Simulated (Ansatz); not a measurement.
**ClFGeH₄: search for a transition state**

Is there a first-order saddle for this four-centre ligand exchange, which should form Ge1–F7, Cl2–H6 and break Ge1–Cl2, H6–F7, and which two structures does it connect?

Method: PBE0-D4, def2-SVP first, then def2-TZVP; program: Ansatz 0.2.0, Gaussian basis.

### Step 1. The system as given

The guess: 7 atoms, charge 0, spin multiplicity 1.

Atoms are counted from 1 here; the program's logs count them from 0.

Bond lengths: Ge1–Cl2 2.404 Å, Ge1–H3 1.539 Å, Ge1–H4 1.496 Å, Ge1–H5 1.496 Å, Cl2–H6 1.345 Å. Angles: Cl2–Ge1–H3 89.2°, Cl2–Ge1–H4 111.5°, Cl2–Ge1–H5 111.5°, H3–Ge1–H4 107.7°, H3–Ge1–H5 107.7°, H4–Ge1–H5 123.6°, Ge1–Cl2–H6 73.1°.

Coordinates:

```
Ge   -0.50240    0.00660   -0.48950
Cl    1.82110   -0.35580    0.00880
H    -0.21560   -0.32710   -1.96450
H    -0.85940    1.45730   -0.41340
H    -1.35880   -1.08740    0.06520
H     1.22030   -0.02040    1.16500
F    -0.10520    0.32690    1.62840
```

Distances that are to change: Ge1–F7 2.18 Å, Cl2–H6 1.35 Å, Ge1–Cl2 2.40 Å, H6–F7 1.45 Å.

### Step 2. Relaxing the guess with the reacting distances held

File hold/in.yaml:

```yaml
crystal:
  periodic: [false, false, false]
  atoms:
    - {symbol: Ge, position_ang: [-0.502400, 0.006600, -0.489500]}
    - {symbol: Cl, position_ang: [1.821100, -0.355800, 0.008800]}
    - {symbol: H, position_ang: [-0.215600, -0.327100, -1.964500]}
    - {symbol: H, position_ang: [-0.859400, 1.457300, -0.413400]}
    - {symbol: H, position_ang: [-1.358800, -1.087400, 0.065200]}
    - {symbol: H, position_ang: [1.220300, -0.020400, 1.165000]}
    - {symbol: F, position_ang: [-0.105200, 0.326900, 1.628400]}
basis:
  gaussian: {orbitals: def2-SVP}
hamiltonian: {xc: pbe0, dispersion: d4}
relax: {f_tol: 0.04, max_steps: 150, escape_saddle: false, constraints: [{distance: [0, 6]}, {distance: [1, 5]}, {distance: [0, 1]}, {distance: [5, 6]}]}
```

Launch:

```console
ansatz run in.yaml --threads 4 --pin off --events-out ev --progress --plain --max-ram 9574MiB
```

What it wrote, cut to the lines that bear on the results:

```text
Functional definition: PBE0
  name "PBE0"
  cite "Adamo & Barone, J. Chem. Phys. 110, 6158 (1999) doi:10.1063/1.478522"
  cite "Perdew, Burke & Ernzerhof, Phys. Rev. Lett. 77, 3865 (1996) doi:10.1103/PhysRevLett.77.3865"
  parent pbe
[...]
873 factors; integrals over basis functions are off by at most 3.7e-4 eV
[...]
mean field -71794.95725742 eV, -2638.4160148402 hartree, gradient 1.7e-5 eV, S^2 0.000000; 0 other end points of the search recorded, 0 dependent functions left out
[...]
reference -71794.95727937 eV, -2638.4160156469 hartree; 31, 31 occupied and 53, 53 virtual orbitals, 873 factors
relax step   1: F+E_penalty+E_count = -71795.05700924 eV  Δ(F+E_penalty+E_count) = +0.000e0 eV  max|allowed force component| = 5.951e-1 eV/Å  Δτ_max = 0.0000 Å  (26 SCF iters, accepted)
[...]
relax step   2: F+E_penalty+E_count = -71795.10581457 eV  Δ(F+E_penalty+E_count) = -4.881e-2 eV  max|allowed force component| = 1.219e-1 eV/Å  Δτ_max = 0.1093 Å  (28 SCF iters, accepted)
[...]
relax step   3: F+E_penalty+E_count = -71795.10906218 eV  Δ(F+E_penalty+E_count) = -3.248e-3 eV  max|allowed force component| = 3.387e-2 eV/Å  Δτ_max = 0.0328 Å  (29 SCF iters, accepted)
  distance Ge 0 - F 6 held at 2.178500 Å   reaction = +1.0128e0 eV/Å
  distance Cl 1 - H 5 held at 1.345456 Å   reaction = -1.3455e0 eV/Å
  distance Ge 0 - Cl 1 held at 2.403807 Å   reaction = -7.5573e-1 eV/Å
  distance H 5 - F 6 held at 1.446481 Å   reaction = +1.2526e0 eV/Å
873 factors; integrals over basis functions are off by at most 4.0e-4 eV
[...]
mean field -71795.00963141 eV, -2638.4179395491 hartree, gradient 1.6e-5 eV, S^2 0.000000; 1 other end points of the search recorded, 0 dependent functions left out
[...]
reference -71795.00965354 eV, -2638.4179403623 hartree; 31, 31 occupied and 53, 53 virtual orbitals, 873 factors
Total energy: -71795.10908431 eV, -2638.4215943756 hartree
Atom 0 at    -0.503251     0.012671    -0.457949 Å, force    -0.542739     0.261969     0.826978 eV/Å
Atom 1 at     1.828440    -0.360411    -0.008150 Å, force     1.281776    -0.448830    -1.048855 eV/Å
Atom 2 at    -0.146388    -0.334494    -1.931524 Å, force     0.027970     0.000896     0.033871 eV/Å
Atom 3 at    -0.940910     1.479313    -0.451653 Å, force     0.004919    -0.006247     0.009418 eV/Å
Atom 4 at    -1.445163    -1.089980     0.031534 Å, force     0.007492     0.006922     0.006926 eV/Å
Atom 5 at     1.262162    -0.028370     1.166299 Å, force    -1.707637     0.633675     1.587314 eV/Å
Atom 6 at    -0.054889     0.321370     1.651444 Å, force     0.928219    -0.448384    -1.415651 eV/Å
Dipole moment:     0.082254    -0.091463    -0.400518 e Å
```

Wall time 4 s (4 threads of Arm Neoverse V2, shared host); peak memory 0.17 GiB.

Along the way:

| step | energy from step 1 (eV) | largest force component (eV/Å) |
| --- | --- | --- |
| 1 | 0.0000 | 0.5951 |
| 2 | -0.0488 | 0.1219 |
| 3 | -0.0521 | 0.0339 |

Close pairs (by a distance rule), those that changed most:

| bond | before (Å) | after (Å) | change (Å) |
| --- | --- | --- | --- |
| Ge1–H4 | 1.496 | 1.531 | +0.035 |
| Ge1–H5 | 1.496 | 1.531 | +0.035 |
| Ge1–H3 | 1.539 | 1.555 | +0.016 |
| Ge1–Cl2 | 2.404 | 2.404 | -0.000 |
| Cl2–H6 | 1.345 | 1.345 | +0.000 |

### Step 3. A starting Hessian

File hessian/in.yaml:

```yaml
crystal:
  periodic: [false, false, false]
  atoms:
    - {symbol: Ge, position_ang: [-0.503251, 0.012671, -0.457949]}
    - {symbol: Cl, position_ang: [1.828440, -0.360411, -0.008150]}
    - {symbol: H, position_ang: [-0.146388, -0.334494, -1.931524]}
    - {symbol: H, position_ang: [-0.940910, 1.479313, -0.451653]}
    - {symbol: H, position_ang: [-1.445163, -1.089980, 0.031534]}
    - {symbol: H, position_ang: [1.262162, -0.028370, 1.166299]}
    - {symbol: F, position_ang: [-0.054889, 0.321370, 1.651444]}
basis:
  gaussian: {orbitals: def2-SVP}
hamiltonian: {xc: pbe0, dispersion: d4}
phonons: {}
scf: {lower_state_search: off}
```

Launch:

```console
ansatz run in.yaml --threads 4 --pin off --events-out ev --progress --plain --max-ram 9574MiB
```

What it wrote, cut to the lines that bear on the results:

```text
[... 5 set-up lines as earlier in the session ...]
[...]
874 factors; integrals over basis functions are off by at most 4.0e-4 eV
[...]
mean field -71795.00963296 eV, -2638.4179396060 hartree, gradient 3.7e-6 eV, S^2 0.000000; 0 other end points of the search recorded, 0 dependent functions left out
[...]
reference -71795.00965509 eV, -2638.4179404192 hartree; 31, 31 occupied and 53, 53 virtual orbitals, 874 factors
[... from here to the last solve, the lines of the solves are left out (41 solves) ...]
874 factors; integrals over basis functions are off by at most 4.0e-4 eV
mean field -71795.01314371 eV, -2638.4180686238 hartree, gradient 2.2e-6 eV, S^2 0.000000; 0 other end points of the search recorded, 0 dependent functions left out
[...]
WARN: phonons: modes at or below zero, which the zero-point energy, F, S and C_V leave out: 1, the lowest at -628.10 cm⁻¹. A minimum has none, and a first-order saddle one
[...]
Total energy: -71795.10908585 eV, -2638.4215944324 hartree
Atom 0 at    -0.503251     0.012671    -0.457949 Å, force    -0.542731     0.261950     0.826987 eV/Å
Atom 1 at     1.828440    -0.360411    -0.008150 Å, force     1.281772    -0.448829    -1.048859 eV/Å
Atom 2 at    -0.146388    -0.334494    -1.931524 Å, force     0.027974     0.000897     0.033870 eV/Å
Atom 3 at    -0.940910     1.479313    -0.451653 Å, force     0.004914    -0.006231     0.009418 eV/Å
Atom 4 at    -1.445163    -1.089980     0.031534 Å, force     0.007491     0.006923     0.006925 eV/Å
Atom 5 at     1.262162    -0.028370     1.166299 Å, force    -1.707636     0.633674     1.587311 eV/Å
Atom 6 at    -0.054889     0.321370     1.651444 Å, force     0.928216    -0.448383    -1.415652 eV/Å
Dipole moment:     0.082253    -0.091462    -0.400518 e Å
Vibrations: -628.10 137.13 243.86 340.56 449.48 584.09 663.37 691.62 816.08 929.97 932.79 2087.74 2183.45 2190.15 2218.03 cm⁻¹, zero-point energy 0.896922 eV
Checks for a lower state left out: stability, starts, cluster_reference, orbital_swaps, neighbouring_geometries, increment
```

Wall time 28 s (4 threads of Arm Neoverse V2, shared host); peak memory 0.16 GiB.

The structure is not stationary yet, so these wavenumbers are no spectrum; the search needs only the force constants.

### Step 4. Saddle search in the small basis

The search itself is an outer loop (partitioned rational-function steps, Bofill update of the Hessian). Each step is one single-point run with forces. It stops when the largest force is under 0.04 eV/Å and the followed curvature is negative. The first step's input:

File presaddle/in.yaml:

```yaml
crystal:
  periodic: [false, false, false]
  atoms:
    - {symbol: Ge, position_ang: [-0.503251, 0.012671, -0.457949]}
    - {symbol: Cl, position_ang: [1.828440, -0.360411, -0.008150]}
    - {symbol: H, position_ang: [-0.146388, -0.334494, -1.931524]}
    - {symbol: H, position_ang: [-0.940910, 1.479313, -0.451653]}
    - {symbol: H, position_ang: [-1.445163, -1.089980, 0.031534]}
    - {symbol: H, position_ang: [1.262162, -0.028370, 1.166299]}
    - {symbol: F, position_ang: [-0.054889, 0.321370, 1.651444]}
basis:
  gaussian: {orbitals: def2-SVP}
hamiltonian: {xc: pbe0, dispersion: d4}
output: {forces: true}
scf: {lower_state_search: off}
```

Launch:

```console
ansatz run in.yaml --threads 4 --pin off --events-out ev --progress --plain --max-ram 9574MiB
```

The driver's record:

| step | energy (eV) | largest force (eV/Å) | followed curvature (eV/Å²) |
| --- | --- | --- | --- |
| 1 | -71795.10905 | 1.7077 | -6.17 |
| 2 | -71795.52324 | 0.7948 | -6.27 |
| 3 | -71795.63276 | 0.7197 | -7.16 |
| 4 | -71795.64201 | 0.3343 | -6.63 |
| 5 | -71795.61869 | 0.4605 | -6.64 |
| 6 | -71795.65087 | 0.1634 | -6.64 |
| 7 | -71795.65273 | 0.1240 | -7.29 |
| 8 | -71795.65323 | 0.0615 | -6.11 |
| 9 | -71795.65339 | 0.0161 | -6.04 |

The 9 steps took 7.6 s in all (4 threads of Arm Neoverse V2, shared host).

### Step 5. Saddle search in triple zeta

The search itself is an outer loop (partitioned rational-function steps, Bofill update of the Hessian). Each step is one single-point run with forces. It stops when the largest force is under 0.01 eV/Å and the followed curvature is negative. The first step's input:

File saddle/in.yaml:

```yaml
crystal:
  periodic: [false, false, false]
  atoms:
    - {symbol: Ge, position_ang: [-0.566710, 0.032384, -0.419712]}
    - {symbol: Cl, position_ang: [2.064675, -0.404944, 0.006268]}
    - {symbol: H, position_ang: [-0.046336, -0.332048, -1.816831]}
    - {symbol: H, position_ang: [-1.069074, 1.479499, -0.420044]}
    - {symbol: H, position_ang: [-1.561179, -1.032801, 0.052302]}
    - {symbol: H, position_ang: [1.122409, -0.005786, 1.140258]}
    - {symbol: F, position_ang: [0.056215, 0.263795, 1.457759]}
basis:
  gaussian: {orbitals: def2-TZVP}
hamiltonian: {xc: pbe0, dispersion: d4}
output: {forces: true}
scf: {lower_state_search: off}
```

Launch:

```console
ansatz run in.yaml --threads 4 --pin off --events-out ev --progress --plain --max-ram 9574MiB
```

The driver's record:

| step | energy (eV) | largest force (eV/Å) | followed curvature (eV/Å²) |
| --- | --- | --- | --- |
| 1 | -71810.52215 | 0.0805 | -6.04 |
| 2 | -71810.52386 | 0.0240 | -6.03 |
| 3 | -71810.52389 | 0.0049 | -6.03 |

The 3 steps took 3.6 s in all (4 threads of Arm Neoverse V2, shared host).

The point found:

```
Ge   -0.57179    0.03243   -0.42601
Cl    2.06267   -0.40677    0.00142
H    -0.03470   -0.33261   -1.81236
H    -1.06380    1.47996   -0.41093
H    -1.55402   -1.03280    0.06168
H     1.10900   -0.00533    1.13120
F     0.05265    0.26522    1.45500
```

Followed mode, largest move set to 1: H6 (0.78, -0.31, -0.54); F7 (-0.62, 0.05, -0.49); Ge1 (-0.51, 0.18, 0.34); Cl2 (0.50, -0.03, 0.34).

### Step 6. Checking the order of the point

File vib/in.yaml:

```yaml
crystal:
  periodic: [false, false, false]
  atoms:
    - {symbol: Ge, position_ang: [-0.571795, 0.032431, -0.426006]}
    - {symbol: Cl, position_ang: [2.062671, -0.406773, 0.001423]}
    - {symbol: H, position_ang: [-0.034701, -0.332610, -1.812363]}
    - {symbol: H, position_ang: [-1.063798, 1.479962, -0.410930]}
    - {symbol: H, position_ang: [-1.554023, -1.032800, 0.061682]}
    - {symbol: H, position_ang: [1.108999, -0.005326, 1.131197]}
    - {symbol: F, position_ang: [0.052646, 0.265216, 1.454997]}
basis:
  gaussian: {orbitals: def2-TZVP}
hamiltonian: {xc: pbe0, dispersion: d4}
phonons: {temperatures: {t_min: 298.15, t_max: 900, t_step: 200}}
```

Launch:

```console
ansatz run in.yaml --threads 4 --pin off --events-out ev --progress --plain --max-ram 9574MiB
```

What it wrote, cut to the lines that bear on the results:

```text
[... 5 set-up lines as earlier in the session ...]
[...]
1001 factors; their error is unknown
[...]
mean field -71810.42622281 eV, -2638.9844888330 hartree, gradient 1.6e-5 eV, S^2 0.000000; 0 other end points of the search recorded, 0 dependent functions left out
[...]
reference -71810.42624922 eV, -2638.9844898038 hartree; 31, 31 occupied and 109, 109 virtual orbitals, 1001 factors
[... from here to the last solve, the lines of the solves are left out (41 solves) ...]
1001 factors; their error is unknown
mean field -71810.42616847 eV, -2638.9844868360 hartree, gradient 2.9e-6 eV, S^2 0.000000; 0 other end points of the search recorded, 0 dependent functions left out
[...]
reference -71810.42619489 eV, -2638.9844878069 hartree; 31, 31 occupied and 109, 109 virtual orbitals, 1001 factors
WARN: phonons: modes at or below zero, which the zero-point energy, F, S and C_V leave out: 2, the lowest at -465.63 cm⁻¹. A minimum has none, and a first-order saddle one
Total energy: -71810.52389173 eV, -2638.9880780999 hartree
Atom 0 at    -0.571795     0.032431    -0.426006 Å, force    -0.000127    -0.000085    -0.002375 eV/Å
Atom 1 at     2.062671    -0.406773     0.001423 Å, force     0.000131    -0.001499    -0.001450 eV/Å
Atom 2 at    -0.034701    -0.332610    -1.812363 Å, force     0.000460     0.000586     0.001078 eV/Å
Atom 3 at    -1.063798     1.479962    -0.410930 Å, force     0.000187    -0.000245     0.000158 eV/Å
Atom 4 at    -1.554023    -1.032800     0.061682 Å, force     0.000079    -0.000724    -0.000203 eV/Å
Atom 5 at     1.108999    -0.005326     1.131197 Å, force     0.004181     0.000220    -0.001789 eV/Å
Atom 6 at     0.052646     0.265216     1.454997 Å, force    -0.004910     0.001748     0.004581 eV/Å
Dipole moment:    -0.511100     0.060490    -0.212662 e Å
Vibrations: -465.63 -165.93 261.33 485.58 632.45 634.27 806.57 845.95 893.32 907.52 1032.35 1403.12 2180.56 2194.65 2216.70 cm⁻¹, zero-point energy 0.898536 eV
```

Wall time 50 s (4 threads of Arm Neoverse V2, shared host); peak memory 0.32 GiB.

Wavenumbers and character of the modes:

| mode | wavenumber (cm⁻¹) | character |
| --- | --- | --- |
| 1 | 466i | changes Ge1–F7, Cl2–H6, H6–F7 |
| 2 | 166i | torsion |
| 3 | 261 | Ge–Cl and Ge–F stretch |
| 4 | 486 | bend with Cl–H stretch |
| 5 | 632 | bend with torsion |
| 6 | 634 | bend |
| 7 | 807 | bend |
| 8 | 846 | torsion |
| 9 | 893 | bend |
| 10 | 908 | bend with torsion |
| 11 | 1032 | bend with F–H stretch |
| 12 | 1403 | bend |
| 13 | 2181 | Ge–H stretch |
| 14 | 2195 | Ge–H stretch |
| 15 | 2217 | Ge–H stretch |

Vibrational sums (real modes only):

| T (K) | entropy (J/mol/K) | heat capacity (J/mol/K) |
| --- | --- | --- |
| 298 | 16.3 | 31.9 |
| 498 | 38.9 | 56.4 |
| 698 | 60.6 | 71.7 |
| 898 | 79.9 | 81.7 |

### Step 7. What came out

| quantity | value |
| --- | --- |
| imaginary modes | 2 |
| lowest wavenumber | 466i cm⁻¹ |
| Ge1–F7 at the point found | 1.996 Å |
| Cl2–H6 at the point found | 1.532 Å |
| Ge1–Cl2 at the point found | 2.705 Å |
| H6–F7 at the point found | 1.138 Å |

What this shows: A transition state has exactly one imaginary mode. This point has 2, so it is a saddle of higher order and is not used.
